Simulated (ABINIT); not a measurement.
The system is HPbNO4.

```
H Pb N O
1.0
     3.85707    0.00178   -0.03658
     0.17353    4.33436   -0.01647
     0.75803    0.83873    5.87662
H Pb N O
1 1 1 4
Direct
  0.61511 0.89559 0.19844
  0.64597 0.44651 0.91685
  0.71474 0.23810 0.50058
  0.16958 0.47007 0.77768
  0.62919 0.97045 0.49845
  0.56424 0.92583 0.03849
  0.78022 0.42250 0.31951
```

The cell was built by a generator and needn't be a form met in nature.

Base run:

- Program: ABINIT 10.8.3 (patched build)
- Functional: RPBE
- Potentials or basis: Ansatz PAW PBE default generated set, frozen core
- Cutoff: 517 eV
- k mesh: 5 × 4 × 4
- Occupations: fermi-dirac, width 0.05 eV
- Spin: no spin polarisation

Its results: band gap on the k mesh 0.26 eV, indirect (least direct gap 0.45 eV); pressure 2.7 GPa; largest force 0.284 eV/Å.

Problem. After a change of settings the same cell gave: band gap on the k mesh 0.27 eV, indirect (least direct gap 0.48 eV); pressure -6.4 GPa; largest force 0.932 eV/Å. Which change was it?
A. functional from RPBE to BLYP
B. functional from RPBE to LDA
C. functional from RPBE to PBE; cutoff from 517 eV to 435 eV; fine-grid cutoff from 1034.03 eV to 870.764 eV

Solution. B.

LDA binds more tightly than RPBE, so the same cell stands under less pressure.

Caveats: the atomic spheres overlap; the PAW data sets were made with another functional, which shifts forces and pressure a little; spin-orbit coupling is left out, which as a rule narrows the gap of such compounds by several tenths of an eV.

Not every run made on this cell is shown here.
